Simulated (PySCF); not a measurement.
# Ga2 (triplet): the SCF solver's settings

The same problem is solved with other solver options, one edit a run.

The runs use PySCF 2.14.0; method and basis as typed in the scripts.

2 further runs of the same task are left out: 2 that didn't finish.

### 1 The system as given

Ga2 (triplet): 2 atoms, charge 0, spin multiplicity 3.

Bond lengths: Ga1–Ga2 2.410 Å.

### 2 Base script

input.py reads:

```python
from pyscf import gto, scf, mp

mol = gto.M(
    atom='Ga 0 0 0; Ga 0 0 2.41',
    basis='ano-rcc-vdzp',
    charge=0,
    spin=2,
    symmetry=True,
    verbose=4,
)
mf = scf.UHF(mol)
mf = mf.sfx2c1e()
mf.kernel()
mp.MP2(mf).kernel()
mf.dip_moment()
print('orbital energies (hartree):', [e[max(0, n-3):n+3].round(4) for e, n in zip(mf.mo_energy, mol.nelec)])
```

Command:

```console
$ python input.py
```

The log of this run is left out.

In short: E(SCF) = -3884.373535 Eh, 9 cycles, E(MP2) − E(SCF) = -0.63176 Eh, ⟨S²⟩ = 2.007, μ = 0.00 D (of the SCF density).

The bond length is a typed value, not an optimised one. The triplet is typed in the script; nothing here shows that it is the ground state.

### 3 Initial guess 1e

Variant 1 changes initial guess: minao → 1e.

input.py reads:

```python
from pyscf import gto, scf, mp

mol = gto.M(
    atom='Ga 0 0 0; Ga 0 0 2.41',
    basis='ano-rcc-vdzp',
    charge=0,
    spin=2,
    symmetry=True,
    verbose=4,
)
mf = scf.UHF(mol)
mf = mf.sfx2c1e()
mf.init_guess = '1e'
mf.kernel()
mp.MP2(mf).kernel()
mf.dip_moment()
print('orbital energies (hartree):', [e[max(0, n-3):n+3].round(4) for e, n in zip(mf.mo_energy, mol.nelec)])
```

Command:

```console
$ python input.py
```

### 4 Convergence threshold 0.001 hartree

Variant 2 changes convergence threshold: default → 0.001 hartree.

Edit input.py of step 2 so:

```diff
@@ -12,2 +12,3 @@
 mf = mf.sfx2c1e()
+mf.conv_tol = 0.001
 mf.kernel()
```

### 5 Damping 0.5

Variant 3 changes damping: none → 0.5.

Edit input.py of step 2 so:

```diff
@@ -12,2 +12,4 @@
 mf = mf.sfx2c1e()
+mf.damp = 0.5
+mf.diis_start_cycle = 8
 mf.kernel()
```

### 6 Level shift -0.2 hartree

Variant 4 changes level shift: none → -0.2 hartree.

Edit input.py of step 2 so:

```diff
@@ -12,2 +12,3 @@
 mf = mf.sfx2c1e()
+mf.level_shift = -0.2
 mf.kernel()
```

### 7 Convergence threshold 1e-05 hartree

Variant 5 changes convergence threshold: default → 1e-05 hartree.

Edit input.py of step 2 so:

```diff
@@ -12,2 +12,3 @@
 mf = mf.sfx2c1e()
+mf.conv_tol = 1e-05
 mf.kernel()
```

Q: Predict the outcome of this session. Wanted: for each run, E(SCF); from base; gap, α spin; after the SCF.

**Answer**, as computed:

| run | E(SCF) (hartree) | from base (eV) | cycles | gap, α spin (eV) | after the SCF |
| --- | --- | --- | --- | --- | --- |
| base | -3884.373535 | 0 | 9 | 5.99 | MP2 correlation -17.191 eV |
| initial guess 1e | -3884.373535 | 0.0000 | 12 | 5.99 | MP2 correlation -17.191 eV |
| convergence threshold 0.001 hartree | -3884.373525 | not comparable | 4 | 5.98 | MP2 correlation -17.192 eV |
| damping 0.5 | -3884.373535 | 0.0000 | 13 | 5.99 | MP2 correlation -17.191 eV |
| level shift -0.2 hartree | -3884.373535 | 0.0000 | 14 | 5.99 | MP2 correlation -17.191 eV |
| convergence threshold 1e-05 hartree | -3884.373534 | 0.0000 | 6 | 5.99 | MP2 correlation -17.192 eV |

Distance from each run's final energy (log10 hartree) by cycle:

| run | cycle 1 | cycle 2 | cycle 3 | cycle 5 | cycle 8 | cycle 12 |
| --- | --- | --- | --- | --- | --- | --- |
| base | -2.1 | -2.8 | -3.8 | -5.1 | -9.2 | done |
| initial guess 1e | 1.9 | 1.3 | 0.0 | -2.9 | -5.9 | -11.0 |
| convergence threshold 0.001 hartree | -2.1 | -2.8 | -3.8 | done | done | done |
| damping 0.5 | -2.1 | -2.7 | -3.1 | -3.8 | -4.9 | -9.4 |
| level shift -0.2 hartree | -2.0 | -2.6 | -3.4 | -5.0 | -6.9 | -8.5 |
| convergence threshold 1e-05 hartree | -2.1 | -2.8 | -3.8 | -5.2 | done | done |

What this shows: No change of the SCF energy comes from initial guess 1e or damping 0.5 or level shift -0.2 hartree or convergence threshold 1e-05 hartree. The base needs 9 cycles and the run with level shift -0.2 hartree needs 14. Rows marked «poor choice» come from settings spoiled on purpose.
